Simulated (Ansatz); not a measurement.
The system is HfMg6Al.

```
Hf Al Mg
1.0
     5.02587    0.00000    0.00000
     0.00000    3.04421    5.58892
     0.00000   -3.04421    5.58892
Hf Al Mg
1 1 6
Direct
  0.50000 0.67124 0.67124
  0.50000 0.16664 0.16664
  0.00000 0.82981 0.82981
  0.00000 0.32851 0.32851
  0.00000 0.33494 0.83088
  0.00000 0.83088 0.33494
  0.50000 0.16822 0.66976
  0.50000 0.66976 0.16822
```

The cell comes from a database or a generator and needn't be the stable form of this composition.

```yaml
Program: Ansatz 0.2.0
Task: single point
Functional: PBE
Potentials_or_basis: Ansatz PAW
Cutoff: "420 eV (not typed: the program's choice for these potentials)"
k_mesh: 6 × 5 × 5
Occupations: fermi-dirac, width 0.05 eV
Spin: no spin polarisation
```

On this cell: pressure 0.1 GPa; largest force 0.076 eV/Å; band gap on the k mesh none (metal or under the smearing width).

The same run follows on a disturbed copy (atoms moved at random, drawn with an rms of 0.05 Å):

```xyz
8
Lattice="5.0259 0.0000 0.0000 0.0000 3.0442 5.5889 0.0000 -3.0442 5.5889" Properties=species:S:1:pos:R:3 pbc="T T T"
Hf    2.4929    0.0114    7.4723
Al    2.5527    0.0246    1.8601
Mg   -0.0197   -0.0260    9.2783
Mg   -0.0124   -0.0201    3.6588
Mg   -0.0170   -1.5327    6.4916
Mg    0.0039    1.5285    6.5299
Mg    2.5543   -1.5463    4.6618
Mg    2.5101    1.5380    4.6646
```

Task: What does the disturbed cell give?

Result: The energy (extrapolated to zero smearing) moves by +3.2 meV/atom; pressure 0.1 GPa; largest force 0.261 eV/Å; band gap on the k mesh none (metal or under the smearing width).

Forces in eV/Å, atoms in the order of the input:
```
Hf   0.115 -0.031  0.113
Al  -0.185 -0.060 -0.007
Mg   0.101  0.026 -0.136
Mg   0.138  0.018 -0.011
Mg   0.118  0.185  0.008
Mg  -0.018 -0.146 -0.117
Mg  -0.228  0.104  0.074
Mg  -0.042 -0.097  0.075
```

Stress tensor (GPa, compression positive):
```
-0.10 -0.05  0.03
-0.05  0.44 -0.12
 0.03 -0.12 -0.11
```
